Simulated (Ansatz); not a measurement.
# Hf (Hafnium): the cost of one run

Computed with Ansatz 0.2.0 (DFT PBE, scalar-relativistic, plane waves, PAW).

## 1. The starting structure

It takes space group P6_3/mmc (No. 194, hexagonal). Conventional cell: a = 3.197 Å, b = 3.197 Å, c = 5.058 Å, α = 90.00°, β = 90.00°, γ = 120.00°. Hf (site symmetry -6m2) has 12 Hf at 3.13 to 3.20 Å as nearest neighbours.

Coordinates:

```xyz
2
Lattice="3.1967 0.0000 0.0000 -1.5983 2.7684 0.0000 0.0000 0.0000 5.0578" Properties=species:S:1:pos:R:3 pbc="T T T"
Hf    0.0000    1.8456    1.2645
Hf    1.5984    0.9228    3.7934
```

## 2. First run, at the start cell

input.yaml

```yaml
crystal:
  lattice:
    - [3.1967, 0.0, 0.0]
    - [-1.59835, 2.7684234083, 0.0]
    - [0.0, 0.0, 5.0578]
  atoms:
    - { symbol: Hf, position: [0.3333333333, 0.6666666667, 0.25] }
    - { symbol: Hf, position: [0.6666666667, 0.3333333333, 0.75] }
basis:
  ecutwfc: 420
  ecutrho_ratio: 4
kpoints:
  mp_grid: { grid: [8, 8, 4] }
hamiltonian:
  xc: pbe
scf:
  occupations: { method: gaussian, width: 0.05 }
output:
  forces: true
  stress: true
  eigenvalues: true
relax:
  f_tol: 0.03
  max_steps: 60
  cell: { stress_tol: 0.3 }
```

Run with:

```
ansatz run input.yaml --threads 1 --pin off --max-ram 2560MiB --backend cpu --events-out ev --progress --plain --runs-dir out
```

Q: Estimate wall time and peak memory on 1 thread of Intel Xeon Platinum 8259CL at 2.50GHz (Skylake/Cascade Lake), shared host.

About 10 s, with a peak of 0.41 GiB.
